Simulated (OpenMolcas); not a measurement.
**Si: a chain of runs**

We compute a series of 9 runs (ROHF/def2-TZVP, CASSCF(4,4)/def2-TZVP, CASPT2(4,4)/def2-TZVP, CASPT2[IPEA 0](4,4)/def2-TZVP, SC-NEVPT2(4,4)/def2-TZVP, PC-NEVPT2(4,4)/def2-TZVP, MC-PDFT[tPBE](4,4)/def2-TZVP, MC-PDFT[ftPBE](4,4)/def2-TZVP, and more) of Si. 

The calculation is run with OpenMolcas 26.06.

52 further runs of the same task are left out: 52 set aside as unsound or not needed.

## (1) A single-point energy at ROHF/def2-TZVP (run 1)

step1.input

```
&gateway
  baslib
  $CurrDir
  coord
  1
  angstrom
  Si       0.000000       0.000000       0.000000
  basis
  def2-TZVP
  group
  NoSym

&seward

&scf
  uhf
  spin
  3
  prorbitals
  0

&rasscf
  fileorb
  $Project.UnaOrb
  spin
  3
  nactel
  2 0 0
  inactive
  6
  ras2
  2
  outorbitals
  Canonical
  orblisting
  NoCore
```

The basis set def2-TZVP is read from a file made from the Basis Set Exchange's data (not shown).

The run is started by

```bash
export MOLCAS_MEM=1860
pymolcas step1.input > step1.log
```

The log of the run:

```text
--- Start Module: gateway ---
[...]
--- Stop Module: gateway /rc=_RC_ALL_IS_WELL_ ---
[...]
      Basis functions           37
[...]
--- Start Module: scf ---
[...]
       Convergence after  19 Iterations
[...]
::    Total SCF energy                               -288.8507934926
[...]
      Total spin, S                                     1.0050242323
[...]
--- Stop Module: scf /rc=_RC_ALL_IS_WELL_ ---
[...]
--- Start Module: rasscf ---
[...]
      Number of active orbitals                  2
[...]
      Spin quantum number                      1.0
[...]
      Active orbitals                            2
[...]
      Number of CSFs                             1
[...]
      Number of root(s) required                 1
[...]
      Convergence after  7 iterations
[...]
      printout of CI-coefficients larger than  0.05 for root  1
      energy=    -288.846568
      conf/sym  11     Coeff  Weight
             1  uu   1.00000 1.00000
      Natural orbitals and occupation numbers for root  1
      sym 1:   1.000000   1.000000
      ************************************************************************************************************************
      *                                                    Final results                                                     *
[...]
::    RASSCF root number  1 Total energy:   -288.84656803
[...]
      Total electronic charge=   14.000000
      Total            charge=   -0.000000
[...]
      Dipole Moment (debye):
      Origin of the operator (angstrom)=    0.0000    0.0000    0.0000
                   X= -1.2788E-12               Y= -6.5157E-12               Z=  7.2130E-11           Total=  7.2435E-11
      Quadrupole Moment (debye*angstrom):
[...]
--- Stop Module: rasscf /rc=_RC_ALL_IS_WELL_ ---
[...]
```

Wall time 4.2 s (1 thread of AMD EPYC 7R43 (Zen 3), shared host); peak memory 0.37 GiB.

## (2) The Si atom: the energy at CASSCF(4,4)/def2-TZVP (run 2)

step2.input

```
>>> EXPORT MOLCAS_PRINT=2

&GATEWAY
 BasLib=$CurrDir
 Coord
 1
 angstrom
 Si       0.000000       0.000000       0.000000
 Basis=def2-TZVP
 Group=NoSym

&SEWARD

&RASSCF
 FileOrb=$CurrDir/step1.RasOrb
 Spin=3
 Nactel=4 0 0
 Inactive=5
 Ras2=4
 OrbListing=NoCore
 OrbAppear=Compact
```

The basis set def2-TZVP is read from a file made from the Basis Set Exchange's data (not shown).

Run the same way, it converges to -288.85989 Eh (log not shown).

Runs 3 to 7 aren't shown in full; the table further down has their settings and results.

## (3) The Si atom: the energy at MC-PDFT[ftPBE](4,4)/def2-TZVP (run 8)

step8.inp

```
* Si MC-PDFT

&GATEWAY
  BasLib
  $CurrDir
  Coord
  1
  angstrom
  Si       0.000000       0.000000       0.000000
  Basis
  def2-TZVP
  Group
  NoSym

&SEWARD

&RASSCF
  FileOrb
  $CurrDir/step2.RasOrb
  Spin
  3
  Nactel
  4 0 0
  Inactive
  5
  Ras2
  4
  OrbListing
  NoCore
  OrbAppear
  Compact

&MCPDFT
  KSDFT
  FT:PBE
```

The basis set def2-TZVP is read from a file made from the Basis Set Exchange's data (not shown).

Run the same way, it converges to -289.27883 Eh (log not shown).

## (4) The Si atom: the energy at MRCI(4,4)/def2-TZVP (run 9)

step9.inp

```
* Si MRCI

&GATEWAY
  BasLib=$CurrDir
  Coord
  1
  angstrom
  Si       0.000000       0.000000       0.000000
  Basis=def2-TZVP
  Group=NoSym

&SEWARD

&RASSCF
  FileOrb=$CurrDir/step2.RasOrb
  Spin=3
  Nactel=4 0 0
  Inactive=5
  Ras2=4
  OrbListing=NoCore
  OrbAppear=Compact

&MOTRA
  LumOrb
  Frozen=5

&GUGA
  Electrons=4
  Spin=3
  Inactive=0
  Active=4
  CIAll=1

&MRCI
  SDCI
```

The basis set def2-TZVP is read from a file made from the Basis Set Exchange's data (not shown).

Run the same way, it converges to -288.92595 Eh (log not shown).

## (5) The series

```csv
run,level,active rule,inactive,energy (Eh),dipole moment (D) of the reference,wall time
1,ROHF/def2-TZVP,–,–,-288.846568,0.00,4.2 s
2,"CASSCF(4,4)/def2-TZVP",full valence,5,-288.859887,0.00,3 s
3,"CASPT2(4,4)/def2-TZVP",full valence,5,-288.908219,0.00,3.3 s
4,"CASPT2[IPEA 0](4,4)/def2-TZVP",full valence,5,-288.917897,0.00,3.6 s
5,"SC-NEVPT2(4,4)/def2-TZVP",full valence,5,-288.910825,0.00,3.3 s
6,"PC-NEVPT2(4,4)/def2-TZVP",full valence,5,-288.911030,0.00,3.6 s
7,"MC-PDFT[tPBE](4,4)/def2-TZVP",full valence,5,-289.213655,0.00,3.6 s
8,"MC-PDFT[ftPBE](4,4)/def2-TZVP",full valence,5,-289.278830,0.00,3.3 s
9,"MRCI(4,4)/def2-TZVP",full valence,5,-288.925951,0.00,3.3 s
```

## (6) Summary of results

| quantity | value |
| --- | --- |
| Si atom, run 9: total energy | -288.92595 Eh |
| Si atom, run 9: dipole moment (CASSCF density) | 0.00 D |

What this shows: Below the ROHF energy at the same shape and in the same basis (def2-TZVP): CASSCF(4,4) -13.3 mEh; CASPT2(4,4) -61.7 mEh; CASPT2[IPEA 0](4,4) -71.3 mEh; SC-NEVPT2(4,4) -64.3 mEh; PC-NEVPT2(4,4) -64.5 mEh; MRCI(4,4) -79.4 mEh. Active-space methods hold only the correlation inside their space unless a perturbation or CI step follows. All runs together took 31 s, the longest 4.2 s.
